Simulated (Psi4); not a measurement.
# ACPF/def2-SVPD (density fitting, core potential) run of SnH4S (SMILES [SH][SnH3])

What is the energy change on altering one bond length of SnH4S at ACPF/def2-SVPD (density fitting, core potential)? 

The results are computed with Psi4 1.11.

1 further run of the same task is left out (it didn't finish).

### 1 Starting point

SnH4S has 6 atoms, charge 0, and is taken as a singlet. SMILES: `[SH][SnH3]`. The shape is that of a PBE0-D4/def2-TZVP optimisation.

Bond lengths: S1–Sn2 2.406 Å, S1–H3 1.343 Å, Sn2–H4 1.706 Å, Sn2–H5 1.706 Å, Sn2–H6 1.701 Å. Angles: S1–Sn2–H4 109.4°, S1–Sn2–H5 109.5°, S1–Sn2–H6 104.7°, Sn2–S1–H3 93.9°, H4–Sn2–H5 110.2°, H4–Sn2–H6 111.4°, H5–Sn2–H6 111.4°.

### 2 A single-point energy at ACPF/def2-SVPD (density fitting, core potential)

Contents of h4ssn.xyz:

```xyz
6
H4SSn
S      1.034300    -0.905300     1.261700
Sn    -0.312000     0.456200    -0.194400
H      1.136600    -1.912100     0.378500
H     -1.750600    -0.375100    -0.579500
H      0.563300     0.806700    -1.615700
H     -0.629400     1.865600     0.703100
```

Contents of h4ssn.py:

```python
import psi4

psi4.set_memory('1600 MB')
psi4.set_num_threads(1)
psi4.set_output_file('h4ssn.out', False)

with open('h4ssn.xyz') as f:
    atoms = ''.join(f.readlines()[2:])
geom = psi4.geometry('0 1\n' + atoms + '')

psi4.set_options({
    'scf_type': 'disk_df',
    'num_frozen_docc': 9,
})

result, w = psi4.energy("acpf/def2-SVPD", molecule=geom, return_wfn=True)
print('E =', round(result, 9))
for k, v in sorted(psi4.core.scalar_variables().items()):
    print(f'{k:45s} {v:18.10f}')
```

Launch:

```sh
$ python h4ssn.py
```

h4ssn.out (excerpt; [...] marks lines left out):

```text
[...]
    !!!  WARNING: ECP capability is in beta. Please check occupations closely.  !!!
[...]
  Running in c1 symmetry.
[...]
  Nuclear repulsion =  116.934173763172183
[...]
  Multiplicity = 1
[...]
  Nalpha       = 21
  Nbeta        = 21
[...]
    Number of basis functions: 91
[...]
   @DF-RHF iter   1:  -613.01810959155614   -1.39759e+00   3.61462e-03 ADIIS/DIIS
[...]
   @DF-RHF iter  11:  -613.08452936918775   -5.00222e-12   3.49402e-09 DIIS
[...]
    Orbital Energies [Eh]
    ---------------------
    Doubly Occupied:
       1A    -91.923139     2A     -8.955371     3A     -6.643016
       4A     -6.642276     5A     -6.640168     6A     -5.886956
       7A     -4.077993     8A     -4.075194     9A     -4.074820
      10A     -1.347230    11A     -1.344311    12A     -1.344166
      13A     -1.338177    14A     -1.337890    15A     -0.949516
      16A     -0.675620    17A     -0.540001    18A     -0.467605
      19A     -0.458196    20A     -0.422423    21A     -0.370800
[...]
  @DF-RHF Final Energy:  -613.08452936918775
   => Energetics <=
    Nuclear Repulsion Energy =            116.9341737631721827
    One-Electron Energy =               -1161.0076695188558915
    Two-Electron Energy =                 430.9889663864961449
    Total Energy =                       -613.0845293691876350
[...]
 Multipole Moments:
 ------------------------------------------------------------------------------------
     Multipole            Electronic (a.u.)      Nuclear  (a.u.)        Total (a.u.)
 ------------------------------------------------------------------------------------
 L = 1.  Multiply by 2.5417464519 to convert [e a0] to [Debye]
 Dipole X            :        -19.9089459           19.5751553           -0.3337906
 Dipole Y            :         21.1220579          -20.9875099            0.1345480
 Dipole Z            :        -20.4476598           19.8635170           -0.5841428
 Magnitude           :                                                    0.6861065
[...]
      * SCS-MP2 total energy:                 -613.359734674218
[...]
      * MP2 total energy:                     -613.357180454364
[...]
```

On the terminal:

```text
E = -613.403742405
ACPF CORRELATION ENERGY                            -0.3192130353
ACPF DOUBLES ENERGY                                -0.3192130350
ACPF OPPOSITE-SPIN CORRELATION ENERGY              -0.2590482665
ACPF SAME-SPIN CORRELATION ENERGY                  -0.0601647684
ACPF SINGLES ENERGY                                 0.0000000000
ACPF TOTAL ENERGY                                -613.4037424045
CURRENT CORRELATION ENERGY                         -0.3192130353
CURRENT ENERGY                                   -613.4037424045
CURRENT REFERENCE ENERGY                         -613.0845293692
DD SOLVATION ENERGY                                 0.0000000000
HF KINETIC ENERGY                                 482.2420235037
HF POTENTIAL ENERGY                             -1095.3265528729
HF TOTAL ENERGY                                  -613.0845293692
HF VIRIAL RATIO                                     2.2713212443
MP2 CORRELATION ENERGY                             -0.2726510852
MP2 DOUBLES ENERGY                                 -0.2726510852
MP2 OPPOSITE-SPIN CORRELATION ENERGY               -0.2126787807
MP2 SAME-SPIN CORRELATION ENERGY                   -0.0599723044
MP2 SINGLES ENERGY                                  0.0000000000
MP2 TOTAL ENERGY                                 -613.3571804544
NUCLEAR REPULSION ENERGY                          116.9341737632
ONE-ELECTRON ENERGY                             -1161.0076695189
PCM POLARIZATION ENERGY                             0.0000000000
PE ENERGY                                           0.0000000000
SCF ITERATION ENERGY                             -613.0845293692
SCF ITERATIONS                                     11.0000000000
SCF TOTAL ENERGY                                 -613.0845293692
TWO-ELECTRON ENERGY                               430.9889663865
```

Wall time 18 s (1 thread of AMD EPYC 7R43 (Zen 3), shared host); peak memory 0.66 GiB.

### 3 The distorted shape, same level

Contents of input.json:

```json
{
 "schema_name": "qcschema_input",
 "schema_version": 1,
 "molecule": {
  "schema_name": "qcschema_molecule",
  "schema_version": 2,
  "symbols": ["S", "Sn", "H", "H", "H", "H"],
  "geometry": [2.20901047, -1.96810818, 2.65948716, -0.58959455, 0.86209306, -0.36736276, 2.40232945, -3.87068445, 0.99048105, -3.30815455, -0.70883627, -1.09509629, 1.06448273, 1.52444206, -3.0532305, -1.18939362, 3.52547306, 1.32866644],
  "molecular_charge": 0,
  "molecular_multiplicity": 1
 },
 "driver": "energy",
 "model": {
  "method": "acpf",
  "basis": "def2-SVPD"
 },
 "keywords": {
  "reference": "rhf",
  "scf_type": "disk_df",
  "num_frozen_docc": 9
 }
}
```

Launch:

```sh
$ psi4 --qcschema input.json -n 1 --memory 1600MB
```

stdout (excerpt; [...] marks lines left out):

```text
[...]
    !!!  WARNING: ECP capability is in beta. Please check occupations closely.  !!!
[...]
  Running in c1 symmetry.
[...]
  Nuclear repulsion =  109.128286472615912
[...]
  Multiplicity = 1
[...]
  Nalpha       = 21
  Nbeta        = 21
[...]
    Number of basis functions: 91
[...]
   @DF-RHF iter   1:  -613.02009171232805   -1.52092e+00   3.37925e-03 ADIIS/DIIS
[...]
   @DF-RHF iter  11:  -613.07755484096958   -7.27596e-12   4.28041e-09 DIIS
[...]
    Orbital Energies [Eh]
    ---------------------
    Doubly Occupied:
       1A    -91.919921     2A     -8.949221     3A     -6.636901
       4A     -6.635946     5A     -6.634099     6A     -5.897203
       7A     -4.087804     8A     -4.085241     9A     -4.085056
      10A     -1.354180    11A     -1.353791    12A     -1.353653
      13A     -1.347807    14A     -1.347455    15A     -0.926364
      16A     -0.679178    17A     -0.524207    18A     -0.470119
      19A     -0.466243    20A     -0.400046    21A     -0.361057
[...]
  @DF-RHF Final Energy:  -613.07755484096958
   => Energetics <=
    Nuclear Repulsion Energy =            109.1282864726159119
    One-Electron Energy =               -1145.3806986845020219
    Two-Electron Energy =                 423.1748573709165271
    Total Energy =                       -613.0775548409696967
[...]
 Multipole Moments:
 ------------------------------------------------------------------------------------
     Multipole            Electronic (a.u.)      Nuclear  (a.u.)        Total (a.u.)
 ------------------------------------------------------------------------------------
 L = 1.  Multiply by 2.5417464519 to convert [e a0] to [Debye]
 Dipole X            :        -22.1739440           21.6402596           -0.5336844
 Dipole Y            :         23.4218085          -23.0759248            0.3458837
 Dipole Z            :        -22.8874977           22.0970404           -0.7904573
 Magnitude           :                                                    1.0145331
[...]
      * SCS-MP2 total energy:                 -613.353626498193
[...]
      * MP2 total energy:                     -613.350369766899
[...]
```

The result, in JSON:

```text
{
 "driver": "energy",
 "model": {
  "method": "acpf",
  "basis": "def2-SVPD"
 },
 "success": true,
 "return_result": -613.3983643445223,
 "properties": {
  "calcinfo_nbasis": 91,
  "calcinfo_nmo": 91,
  "calcinfo_nalpha": 21,
  "calcinfo_nbeta": 21,
  "calcinfo_natom": 6,
  "nuclear_repulsion_energy": 109.12828647261591,
  "return_energy": -613.3983643445223,
  "scf_one_electron_energy": -1145.380698684502,
  "scf_two_electron_energy": 423.1748573709165,
  "scf_dipole_moment": [-0.5336844114571377, 0.34588370532200585, -0.7904572863062675],
  "scf_total_energy": -613.0775548409696,
  "scf_iterations": 11,
  "mp2_same_spin_correlation_energy": -0.05919952372200738,
  "mp2_opposite_spin_correlation_energy": -0.21361540220775269,
  "mp2_singles_energy": 0.0,
  "mp2_doubles_energy": -0.2728149259297601,
  "mp2_correlation_energy": -0.2728149259297601,
  "mp2_total_energy": -613.3503697668993
 }
}
```

It took 18 s on 1 thread of AMD EPYC 7R43 (Zen 3), shared host; peak memory 0.66 GiB.

### 4 Outcome

At ACPF/def2-SVPD (density fitting, core potential), 9 core orbitals frozen:

| quantity | value |
| --- | --- |
| first shape: total energy | -613.40374 Eh |
| first shape: HOMO energy (Hartree–Fock orbitals) | -10.09 eV |
| first shape: LUMO energy (Hartree–Fock orbitals) | 1.59 eV |
| first shape: HOMO–LUMO gap (Hartree–Fock orbitals) | 11.68 eV |
| first shape: correlation energy (9 core orbitals frozen) | -319.2 mEh |
| distorted shape: total energy | -613.39836 Eh |
| distorted shape: HOMO energy (Hartree–Fock orbitals) | -9.82 eV |
| distorted shape: LUMO energy (Hartree–Fock orbitals) | 1.20 eV |
| distorted shape: HOMO–LUMO gap (Hartree–Fock orbitals) | 11.03 eV |
| distorted shape: correlation energy (9 core orbitals frozen) | -320.8 mEh |
| energy change with the S1–Sn2 bond stretched from 2.406 to 2.646 Å | 0.146 eV |

With the S1–Sn2 bond stretched from 2.406 to 2.646 Å the energy rises by 0.15 eV (14.1 kJ/mol). The first shape isn't relaxed at this level, so the change isn't measured from a minimum.
